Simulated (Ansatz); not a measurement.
# HTi: the cost of one run

Program: Ansatz 0.2.0. Level of theory: the levels named in each step. These are calculated values, not measurements.

## (1) The system as given

Bond lengths: Ti1–H2 1.552 Å.

As a file:

```xyz
2

Ti    0.0000    0.0000    0.0000
H     0.0000    0.0000    1.5520
```

## (2) A rough first relaxation, PBE-D4/def2-SVP

input.yaml

```yaml
crystal:
  periodic: [false, false, false]
  atoms:
    - { symbol: Ti, position_ang: [0.0, 0.0, 0.0] }
    - { symbol: H, position_ang: [0.0, 0.0, 1.55199] }
magnetization:
  spin_polarized: true
  initial_magnetization: 4
total_charge: 1
basis:
  gaussian: { orbitals: def2-SVP }
hamiltonian:
  xc: pbe
  dispersion: d4
relax:
  f_tol: 0.03
  max_steps: 200
```

Run with:

```sh
ansatz run input.yaml --threads 2 --pin off --max-ram 5120MiB --backend cpu --events-out ev --progress --plain --runs-dir out
```

**Question.** How long does this run take on 2 threads of Arm Neoverse V1, shared host, and how much memory does it need?

About 29 s, with a peak of 0.11 GiB.
